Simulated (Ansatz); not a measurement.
# InH2+ (triplet): from Hartree-Fock to the top rungs at angle H2–In1–H3 = 101.2°, def2-TZVPP

How much of the correlation energy of InH2+ (triplet) does each wave-function method recover here?

Program: Ansatz 0.2.0, Gaussian basis. Level of theory: def2-TZVPP, core rule «outside noble gas», up to 9 orbitals frozen. These are calculated values, not measurements.

To be run: UHF; CCSD(T) on ROHF; CCSD(T) on UHF; BCCD(T) on ROHF; CCSDT(Q) on ROHF; CCSDT(Q) on UHF; CASSCF and NEVPT2, 4 electrons in 4 orbitals; CASSCF and MRCISD+Q, 4 electrons in 6 orbitals; CASSCF and NEVPT2, 4 electrons in 6 orbitals; Full CI.

13 further runs of the same task are left out: 11 that didn't finish, 2 set aside as unsound or not needed.

### Step 1. The system

The geometry derives from a PBE0/def2-TZVP stationary point (not a proven minimum). One angle is set to the value named; bond lengths are kept. No spin-orbit coupling is included. Elements past krypton take def2 core potentials.

3 atoms, charge 1, spin multiplicity 3.

Atoms are counted from 1 here; the program's logs count them from 0.

Bond lengths: In1–H2 1.966 Å, In1–H3 1.966 Å. Angles: H2–In1–H3 101.2°.

### Step 2. UHF

in.yaml

```yaml
crystal:
  periodic: [false, false, false]
  atoms:
    - {symbol: In, position_ang: [0.000000, 0.000000, -0.021535]}
    - {symbol: H, position_ang: [0.000000, 1.519465, 1.226568]}
    - {symbol: H, position_ang: [0.000000, -1.519465, 1.226568]}
basis:
  gaussian: {orbitals: def2-TZVPP}
total_charge: 1
magnetization: {spin_polarized: true, initial_magnetization: 2}
hamiltonian: {xc: hf}
output: {orbitals: {seedname: orbitals}}
```

Command:

```
ansatz run in.yaml --threads 1 --pin off --events-out ev --progress --plain --max-ram 2393MiB
```

The runs that follow: CCSD(T) on ROHF; CCSD(T) on UHF; BCCD(T) on ROHF; CCSDT(Q) on ROHF; CCSDT(Q) on UHF; CASSCF and NEVPT2, 4 electrons in 4 orbitals; CASSCF and MRCISD+Q, 4 electrons in 6 orbitals; CASSCF and NEVPT2, 4 electrons in 6 orbitals; Full CI.

Before running them: what should the planned runs give, taken together? Wanted: FCI below the RHF energy; RMP2 from FCI; UMP2 from FCI; RCCSD from FCI; RCCSD(T) from FCI; UCCSD(T) from FCI; RCCSDT(Q) from FCI; UCCSDT(Q) from FCI; NEVPT2 pair from FCI.

As calculated:

| quantity | value |
| --- | --- |
| FCI below the RHF energy | -1.7957 eV |
| RMP2 from FCI | +491.3 meV |
| UMP2 from FCI | +452.6 meV |
| RCCSD from FCI | +37.0 meV |
| RCCSD(T) from FCI | +8.2 meV |
| UCCSD(T) from FCI | -14.5 meV |
| RCCSDT(Q) from FCI | -1.5 meV |
| UCCSDT(Q) from FCI | -24.2 meV |
| NEVPT2 pair from FCI | +375.5 meV |
| NEVPT2 valence from FCI | +148.1 meV |
| MRCISD+Q valence from FCI | +2.9 meV |
| levels within 1 kcal/mol (43 meV) | RCCSD, UCCSD, RCCSD(T), UCCSD(T), BCCD(T), RCCSDT, UCCSDT, RCCSDT(Q), UCCSDT(Q), MRCISD valence, MRCISD+Q valence |
| T1 diagnostic | 0.065 |
| effectively unpaired electrons | 2.04 |

RCCSD(T) lands +8.2 meV from the yardstick (0.5 % of the correlation energy). CCSD(T) misses by +8.2 meV on the restricted determinant and by -14.5 meV on the unrestricted one; the two need not hold the same state or core. UCCSD(T), UCCSDT, UCCSDT(Q) fall below full CI: unrestricted runs freeze a spin-polarised core, another one than full CI's, and coupled cluster isn't variational. The occupations are near whole numbers, but T1 = 0.065 shows that the orbitals relax strongly. Of the multireference levels listed MRCISD+Q valence comes nearest in total energy (+2.9 meV), which doesn't show that its space is the better one. These misses are within one basis, not against nature; the frozen cores of restricted and unrestricted runs differ, which can shift their rows.
